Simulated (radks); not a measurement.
# Ta⁴⁺ in [Xe] 4f14 5d1: an all-electron calculation

Aim: the levels, the sizes of the orbitals and the parts of the energy of the tantalum ion Ta4+.

Method: scalar-relativistic Kohn-Sham, BLYP, spin-polarised, spherical densities, finite nucleus; open shells are filled with parallel spins first. Code: radks (a radial shooting solver on a logarithmic mesh, Libxc functionals) version 1.

## 1. What is computed

| Quantity | Value |
| --- | --- |
| element | tantalum (Z = 73) |
| charge | +4 |
| electrons | 69 |
| configuration | [Xe] 4f14 5d1 |
| nuclear rms radius | 5.3507 fm |

The outer shells:

Ta⁴⁺
```
[Xe] core
4f [↑↓][↑↓][↑↓][↑↓][↑↓][↑↓][↑↓]
5d [↑ ][  ][  ][  ][  ]
```

## 2. Self-consistent calculation

Input:

```text
Z 73
configuration [Xe] 4f14 5d1 6s0 6p0
relativity scalar-relativistic
functional b88,lyp
spin polarised
nucleus finite rms 5.3507 fm
c 137.035999084
```

Run with:

```bash
> python run_ks.py task.json out
```

All runs below come from this command, one after another.

What does the calculation give?

The runs gave:

| quantity | value |
| --- | --- |
| total energy | -15600.2093 hartree |
| exchange-correlation share of it | 2.02 % |
| −T/E | 1.0984 |
| highest occupied level | 5d up, -41.526 eV |
| most extended occupied level | 5d up, <r> = 1.74 bohr |
| radius at density 0.001 e/bohr³ | 3.07 bohr |
| maxima of the radial density | 4 |
| ionisation energy, NIST | 48.27 (semi-emp.) eV |

The radial density shows 4 maxima for 5 occupied principal shells; where shells overlap, one shows as a shoulder or not at all. −T/E is 1.098: with relativity the kinetic term as defined here no longer equals −E. The top level binds by 41.526 eV, 86 % of the NIST ionisation energy of 48.27 eV; the potential of a semilocal functional falls off too fast, so its top eigenvalue is too shallow. Open shells are spherical and high-spin; term and fine-structure splittings are not resolved. Spin-orbit splitting is averaged out at the scalar-relativistic level.
